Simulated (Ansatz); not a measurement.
**SnAs (Fm-3m): phonon calculation by linear response from a Python script**

What are the phonon frequencies of SnAs (Fm-3m)? A script is to give a phonon calculation by linear response; the system is SnAs (Fm-3m).

The COD entry's cell or inner coordinates are ideal or old and differ from later refinements, so a difference from it is no clean test against experiment.

Program: Ansatz 0.2.0, driven from Python. Level of theory: DFT PBEsol, plane waves, PAW. These are calculated values, not measurements.

### 1 Starting point

Symmetry: Fm-3m, No. 225, cubic system. Conventional cell: a = 5.681 Å, b = 5.681 Å, c = 5.681 Å, α = 90.00°, β = 90.00°, γ = 90.00°. Sn (site symmetry m-3m) is surrounded by 6 As at 2.84 Å. As (site symmetry m-3m) is surrounded by 6 Sn at 2.84 Å.

The script holds or builds the structure itself.

### 2 The script

Input file dfpt_snas.py:

```python
# -*- coding: utf-8 -*-
"""DFPT phonons of SnAs."""

from pathlib import Path
import logging
import sys

import ansatz as az
import numpy as np
from pymatgen.core import Lattice, Structure
from pymatgen.io.ase import AseAtomsAdaptor

logging.basicConfig(stream=sys.stdout, format="%(levelname)s %(message)s")
log = logging.getLogger("snas")
log.setLevel(logging.INFO)


def main():
    pmg_structure = Structure(
        Lattice([(0.0, 2.8405, 2.8405), (2.8405, 0.0, 2.8405), (2.8405, 2.8405, 0.0)]),
        ["Sn", "As"],
        [
            (0.0, 0.0, 0.0),
            (0.5, 0.5, 0.5),
        ],
    )
    snas = az.Crystal.from_ase(AseAtomsAdaptor.get_atoms(pmg_structure))

    calculation = snas.calculation()
    calculation = calculation.basis(17 * az.Ha)
    calculation = calculation.functional("pbesol")
    calculation = calculation.pseudopotentials("paw").occupations("fermi_dirac")
    calculation = calculation.kpoints(12, 12, 12).phonons("dfpt", points=[(0, 0, 0), (0, 0, 0.5)])
    out = calculation.run(threads=1, backend="cpu", runs_dir="runs")
    ph = out.phonons

    for q in ph.qpoints:
        print("q =", np.round(q.q_frac, 3), "1/cm:", " ".join(f"{w:.1f}" for w in q.omega_inv_cm))


if __name__ == "__main__":
    main()
```

### 3 Running it

Started as:

```
python dfpt_snas.py
```

Without the output at hand: what should come out? Wanted: free energy; gap on the mesh; highest frequency.

**Answer**, as computed:

| quantity | value |
| --- | --- |
| free energy | -10762.9931 eV (-5381.4966 eV/atom) |
| gap on the mesh | none |
| highest frequency | 157 cm⁻¹ |
| imaginary modes at these points | none |

No mode at these points is imaginary. The highest lies at 157 cm⁻¹ (4.7 THz). The mesh shows no gap. What to keep in mind:
- The cell isn't relaxed first, so the values belong to this volume.
- Of the deposited cell: the entry's cell lengths or inner coordinates differ somewhat from later room-temperature determinations.
- The structure is taken as given; imaginary modes can come from an unrelaxed or unstable start. Phonons of metals also depend on mesh and smearing.
